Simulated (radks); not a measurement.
# Spin polarisation of the 4d shell in Zr

Aim: the energy gained and the exchange splitting as electrons of the 4d shell of Zr are turned from spin down to spin up.

Method: non-relativistic Kohn-Sham, BLYP, spin-polarised, spherical densities, point nucleus. Code: radks (a radial shooting solver on a logarithmic mesh, Libxc functionals) version 1.

## (1) The atom as given

| Property | Result |
| --- | --- |
| element | zirconium (Z = 40) |
| charge | 0 |
| electrons | 40 |
| configuration | [Kr] 4d(up 1, down 1) 5s2 |

A shell typed twice in an input gives spin up, then spin down.

## (2) No moment

Input:

```text
Z 40
configuration [Kr] 4d1 4d1 5s2
relativity non-relativistic
functional b88,lyp
spin polarised
nucleus point
```

## (3) moment 0.5 in 4d

Input:

```text
Z 40
configuration [Kr] 4d1.25 4d0.75 5s2
relativity non-relativistic
functional b88,lyp
spin polarised
nucleus point
```

## (4) moment 1 in 4d

Input:

```text
Z 40
configuration [Kr] 4d1.5 4d0.5 5s2
relativity non-relativistic
functional b88,lyp
spin polarised
nucleus point
```

## (5) moment 1.5 in 4d

Input:

```text
Z 40
configuration [Kr] 4d1.75 4d0.25 5s2
relativity non-relativistic
functional b88,lyp
spin polarised
nucleus point
```

## (6) moment 2 in 4d

Input:

```text
Z 40
configuration [Kr] 4d2 4d0 5s2
relativity non-relativistic
functional b88,lyp
spin polarised
nucleus point
```

What does the calculation give? Wanted: for each run, moment; E − E(0); ε(4d up); ε(4d down); splitting.

The runs gave:

| moment (μB) | E − E(0) (eV) | ε(4d up) (eV) | ε(4d down) (eV) | splitting (eV) |
| --- | --- | --- | --- | --- |
| 0 | 0.000 | -3.787 | -3.787 | 0.000 |
| 0.5 | -0.032 | -3.909 | -3.650 | 0.259 |
| 1 | -0.129 | -4.017 | -3.502 | 0.515 |
| 1.5 | -0.289 | -4.108 | -3.343 | 0.765 |
| 2 | -0.511 | -4.181 | -3.175 | 1.006 |

**Reading.** At a moment of 2 μB the energy has fallen by 0.51 eV and the 4d levels split by 1.01 eV, 0.503 eV per μB. The Stoner form E = −I m²/4 would give I = 0.511 eV. The energy falls at every step.
